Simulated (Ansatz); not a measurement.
# BaSO4: the cost of one run

Computed with Ansatz 0.2.0 (DFT PBEsol, scalar-relativistic, plane waves, PAW, unless a step's input says otherwise).

**1. The starting structure**

The structure is tetragonal, space group I4_1/a (No. 88). The conventional cell has a = 5.789 Å, b = 5.789 Å, c = 12.558 Å, α = 90.00°, β = 90.00°, γ = 90.00°. Around Ba (site symmetry -4) lie 8 O at 2.70 to 2.74 Å. S (site symmetry -4) is surrounded by 4 O at 1.97 Å. Around O (site symmetry 1) lie 1 S at 1.97 Å and 2 Ba at 2.70 to 2.74 Å.

Coordinates:

```
Ba S O
1.0
    -2.89441    2.89441    6.27901
     2.89441   -2.89441    6.27901
     2.89441    2.89441   -6.27901
Ba S O
2 2 8
Direct
  0.25000 0.75000 0.50000
  0.50000 0.50000 0.00000
  0.75000 0.25000 0.50000
  0.00000 0.00000 0.00000
  0.59420 0.48630 0.40930
  0.23630 0.32700 0.39210
  0.07700 0.18490 0.59070
  0.93490 0.84420 0.60790
  0.15580 0.76370 0.09070
  0.51370 0.92300 0.10790
  0.67300 0.06510 0.90930
  0.81510 0.40580 0.89210
```

This is candidate A: scheelite type (I4_1/a, No. 88).

(A quick probe on a coarse mesh, which set the mesh and smearing, is not shown.)

**3. Coarse relaxation (candidate A)**

Contents of input.yaml:

```yaml
crystal:
  lattice:
    - [-2.8944140768, 2.8944140768, 6.2790053949]
    - [2.8944140768, -2.8944140768, 6.2790053949]
    - [2.8944140768, 2.8944140768, -6.2790053949]
  atoms:
    - { symbol: Ba, position: [0.25, 0.75, 0.5] }
    - { symbol: Ba, position: [0.5, 0.5, 0.0] }
    - { symbol: S, position: [0.75, 0.25, 0.5] }
    - { symbol: S, position: [0.0, 0.0, 0.0] }
    - { symbol: O, position: [0.5942, 0.4863, 0.4093] }
    - { symbol: O, position: [0.2363, 0.327, 0.3921] }
    - { symbol: O, position: [0.077, 0.1849, 0.5907] }
    - { symbol: O, position: [0.9349, 0.8442, 0.6079] }
    - { symbol: O, position: [0.1558, 0.7637, 0.0907] }
    - { symbol: O, position: [0.5137, 0.923, 0.1079] }
    - { symbol: O, position: [0.673, 0.0651, 0.9093] }
    - { symbol: O, position: [0.8151, 0.4058, 0.8921] }
basis:
  ecutwfc: 420
kpoints:
  mp_grid: { grid: [4, 4, 4] }
hamiltonian:
  xc: pbesol
scf:
  occupations: { method: gaussian, width: 0.1 }
  lower_state_search: "off"
output:
  forces: true
  stress: true
  eigenvalues: true
relax:
  adjacent_minimum: "off"
  f_tol: 0.04
  max_steps: 70
  cell: { stress_tol: 0.4 }
```

The run is started by

```sh
ansatz run input.yaml --threads 1 --pin off --max-ram 2560MiB --backend cpu --events-out ev --progress --plain --runs-dir out
```

What time and memory should one allow on 1 thread of Arm Neoverse V2, shared host?

About 3 min, with a peak of 0.55 GiB.
